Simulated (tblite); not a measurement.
# C6H10GaNO: the cost of one run

The runs use tblite 0.8.0 and PySCF 2.14.0, with density-fitted response routines of our own; the level of theory stands in each step. All values are computed, except where a source is named. Atoms are numbered from 0 throughout.

## 1. Starting geometry

19 atoms, charge 0, multiplicity 1; geometry from: force field or distance geometry start.

Bonds of the start (Å): C0–C1 1.20, C1–Ga2 1.96, Ga2–C3 2.01, C3–O4 1.39, O4–C5 1.41, Ga2–N6 1.87, N6–C7 1.16, C7–C8 1.46, C0–H9 1.06, Ga2–H10 1.60, C3–H11 1.12, C3–H12 1.12, C5–H13 1.11, C5–H14 1.12, C5–H15 1.10, C8–H16 1.10, C8–H17 1.11, C8–H18 1.11.

## 2. Optimising the geometry with GFN2-xTB

What the job is given:

```
{"job": {"kind": "relax", "xc": "GFN2-xTB", "basis": "xTB"}, "charge": 0, "multiplicity": 1}
C     -0.687300    -3.123100    -1.735800
C     -0.360300    -2.430000    -0.814000
Ga     0.202100    -1.328000     0.701600
C     -1.344100    -0.179200     1.265900
O     -1.671900     0.690400     0.229800
C     -2.759000     1.501700     0.615000
N      1.611500    -0.224600     0.170400
C      2.493300     0.458400    -0.147200
C      3.599700     1.312400    -0.562200
H     -0.999300    -3.723400    -2.547900
H      0.655900    -2.262800     1.920000
H     -1.024100     0.367200     2.183700
H     -2.195500    -0.867100     1.521500
H     -3.654400     0.889400     0.828500
H     -2.492700     2.135600     1.501900
H     -3.006600     2.190700    -0.204300
H      3.967300     0.994000    -1.553600
H      3.241100     2.360300    -0.625500
H      4.414500     1.247200     0.186000
```

On the command line:

```console
$ OMP_NUM_THREADS=1 python probes_run.py task.json out
```

The driver reads the jobs from task.json and runs them one after another.

Q: Estimate the wall time and peak memory of this first job on 1 thread of Arm Neoverse N1, shared host.

About 2.5 s, with a peak of 0.18 GiB.
